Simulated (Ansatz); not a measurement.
F₂H₂S₂Sn, SMILES [F][Sn]([F])([SH])[SH]: vertical energies of changing the electron count, run with Ansatz's Python interface.

`run_ip.py`:
```python
import ansatz as az


def energy(molecule, charge=0, unpaired=0):
    calc = (
        molecule.calculation()
        .basis(gaussian="def2-SVPD")
        .functional("hf")
    )
    if charge:
        calc = calc.charge(charge)
    if unpaired:
        calc = calc.spin("collinear", total=unpaired)
    return calc.run(threads=1, pin="off").report["free_energy_ev"]

geometry_ang = [
    ("F", (0.1955, -2.5878, 0.6676)),
    ("Sn", (0.2221, -0.6318, 0.3307)),
    ("F", (1.6006, 0.1579, 1.4026)),
    ("S", (-1.8178, 0.3876, 0.9078)),
    ("S", (0.6918, -0.2305, -2.0212)),
    ("H", (-1.4572, 1.6641, 0.4918)),
    ("H", (0.6263, 1.1724, -1.825)),
]
molecule = az.Crystal.molecule()
for symbol, xyz in geometry_ang:
    molecule = molecule.atom(symbol, xyz)

parent = energy(molecule, 0, 0)
cation = energy(molecule, 1, 1)
print(f"E(N)   = {parent:.5f} eV")
print(f"E(N-1) = {cation:.5f} eV  (1 unpaired)")
print(f"vertical ionisation energy {cation - parent:.3f} eV")
anion = energy(molecule, -1, 1)
print(f"E(N+1) = {anion:.5f} eV  (1 unpaired)")
print(f"vertical electron affinity {parent - anion:.3f} eV" + ("" if anion < parent else " (unbound in this basis)"))
print(f"fundamental gap IP - EA = {cation + anion - 2 * parent:.3f} eV")
```

What does it cost to change the electron count at this fixed geometry?

At this unrelaxed geometry removing an electron costs 9.55 eV and adding one releases 0.16 eV.

The run itself:

```console
$ python run_ip.py
E(N)   = -32875.80649 eV
E(N-1) = -32866.25286 eV  (1 unpaired)
vertical ionisation energy 9.554 eV
E(N+1) = -32875.96524 eV  (1 unpaired)
vertical electron affinity 0.159 eV
fundamental gap IP - EA = 9.395 eV
```

Reading the output:
- Total energies depend on the basis set; only differences at equal settings carry meaning.
- The geometry is a force-field or estimated start, not a minimum of this method, and the basis set is short of its limit. All parts are taken at fixed geometry, without zero-point energy. At an unrelaxed start these energies can be a whole eV from those at the minimum, and a small affinity can change sign.
- def2 sets replace the cores of elements past krypton by effective core potentials.
- Hartree-Fock leaves correlation out, so bond, atomisation and ionisation energies come out well too low.
- Timing: 39 s on 1 thread of Arm Neoverse V2, on a shared host, peak memory 0.59 GiB.

(Lines on the test bed's own set-up are left out of the output.)
